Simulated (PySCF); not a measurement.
**CH₁₁Ge₃N: electronic excitations**

Aim: predict the electronic excitations of CH₁₁Ge₃N (`[CH3][Ge@H]([GeH3])[NH][GeH3]`).

Computed with PySCF 2.14.0, with density-fitted response routines of our own, on a single molecule in the gas phase. Atoms count from 0, in the outputs and in this text.

### 1 Starting geometry

16 atoms, charge 0, multiplicity 1; geometry from: GFN2-xTB.

Bonds of the start (Å): C0–Ge1 1.98, Ge1–Ge2 2.39, Ge1–N3 1.84, N3–Ge4 1.81, C0–H5 1.09, C0–H6 1.09, C0–H7 1.09, Ge1–H8 1.54, Ge2–H9 1.50, Ge2–H10 1.50, Ge2–H11 1.50, N3–H12 1.01, Ge4–H13 1.50, Ge4–H14 1.51, Ge4–H15 1.49.

### 2 Excited states and response: B3LYP/def2-SVPD

Job settings and geometry (Å):

```
{"job": {"kind": "uv", "xc": "B3LYP", "basis": "def2-SVPD", "nstates": 8, "ntriplets": 3}, "charge": 0, "multiplicity": 1}
C      1.468934    -2.028594     0.355337
Ge     0.309668    -0.643783    -0.449623
Ge     1.315935     1.494705    -0.769880
N     -1.100830    -0.416341     0.709947
Ge    -2.301236     0.936252     0.675893
H      0.939762    -2.973460     0.452546
H      2.350808    -2.196467    -0.257014
H      1.795375    -1.716882     1.344736
H     -0.233384    -1.186066    -1.779504
H      2.679356     1.402112    -1.394018
H      1.532442     2.270134     0.496150
H      0.552372     2.419465    -1.672882
H     -1.464294    -1.280495     1.084515
H     -3.094799     0.832940     1.941548
H     -3.237610     0.885760    -0.503422
H     -1.520096     2.209664     0.626644
```

Level: TDDFT B3LYP/def2-SVPD, vertical, gas phase, core orbitals frozen in the response.

Launch:

```
$ OMP_NUM_THREADS=1 python probes_run.py task.json out
```

The driver reads the jobs from task.json and runs them one after another.

What will the session give for the following? lowest singlet (B3LYP/def2-SVPD); brightest single state of those computed; lowest triplet. Wanted: lowest singlet; brightest single state of those computed; lowest triplet.

The runs gave:

| quantity | value |
| --- | --- |
| lowest singlet (B3LYP/def2-SVPD) | 5.36 eV (231 nm), f = 0.002 |
| brightest single state of those computed | state 4, 6.27 eV, f = 0.035 |
| lowest triplet | 5.05 eV |

What this shows: The lowest singlet, at 5.36 eV, is HOMO→LUMO 0.98 and is weak; of the 8 states computed, the strongest absorption comes from state 4 at 6.27 eV. The lowest triplet lies 0.32 eV below the lowest singlet (triplets in Tamm-Dancoff, singlets in full TDDFT).
